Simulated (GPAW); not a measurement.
CsLiCr2Te2S3:

```
CELL_PARAMETERS angstrom
3.31929 1.91639 6.87982
-3.31929 1.91639 6.87982
0.00000 -3.83279 6.87982
ATOMIC_POSITIONS crystal
Cs 0.00000 0.00000 0.00000
Li 0.50000 0.50000 0.50000
Cr 0.79848 0.79848 0.79848
Cr 0.20152 0.20152 0.20152
Te 0.67990 0.67990 0.67990
Te 0.32010 0.32010 0.32010
S 0.13626 0.86374 0.50000
S 0.50000 0.13626 0.86374
S 0.86374 0.50000 0.13626
```

The cell was built by a generator and needn't be a form met in nature.

* Program: GPAW 26.7.0
* Task: single point
* Functional: PBE
* Potentials or basis: GPAW PAW data sets (gpaw-data 1.2.1)
* Cutoff: 800 eV
* Basis: pw
* k mesh: 5 × 5 × 5
* Occupations: fermi-dirac, width 0.05 eV
* Spin: collinear spin, ferromagnetic start
* Starting moments: [0.0, 0.0, 3.0, 3.0, 0.0, 0.0, 0.0, 0.0, 0.0] μB

On this cell: pressure 0.2 GPa; largest force 0.105 eV/Å; net moment 4.00 μB per cell; site moments Cs -0.01; Li +0.01; Cr +2.24; Te -0.20; S -0.07 μB; band gap on the k mesh none (metal or under the smearing width).

The same run follows on a disturbed copy (atoms moved at random, drawn with an rms of 0.05 Å):

```
Cs Li Cr Te S
1.0
     3.31929    1.91639    6.87982
    -3.31929    1.91639    6.87982
     0.00000   -3.83279    6.87982
Cs Li Cr Te S
1 1 2 2 3
Cartesian
  -0.0447 0.0046 -0.0251
  -0.0414 0.0102 10.3583
  0.0283 -0.0123 16.5129
  0.0195 0.0023 4.1496
  -0.0138 -0.0243 13.9893
  -0.0199 -0.0055 6.6437
  -2.4317 -0.0424 10.2928
  1.2237 -2.0606 10.3212
  1.1743 2.1152 10.3115
```

Question: What does the disturbed cell give?

Answer: The energy (extrapolated to zero smearing) moves by +10.3 meV/atom; pressure 0.0 GPa; largest force 1.232 eV/Å; net moment 4.01 μB per cell; site moments Cs -0.01; Li +0.01; Cr +2.15, +2.45; Te -0.21, -0.24; S -0.07 μB; band gap on the k mesh none (metal or under the smearing width).

Forces on the atoms (eV/Å):
```
Cs   0.050 -0.032  0.020
Li   0.089 -0.010 -0.004
Cr  -0.625  0.024 -1.061
Cr  -0.172  0.001  0.326
Te   0.002  0.041  0.572
Te   0.002 -0.007 -0.383
S    0.181  0.576  0.210
S   -0.056 -0.051  0.023
S    0.530 -0.542  0.297
```

Stress tensor (GPa, compression positive):
```
 0.39 -0.07  0.16
-0.07  1.02 -0.03
 0.16 -0.03 -1.33
```

Caveats: only a ferromagnetic start was run, and an antiferromagnetic order may lie lower in energy.
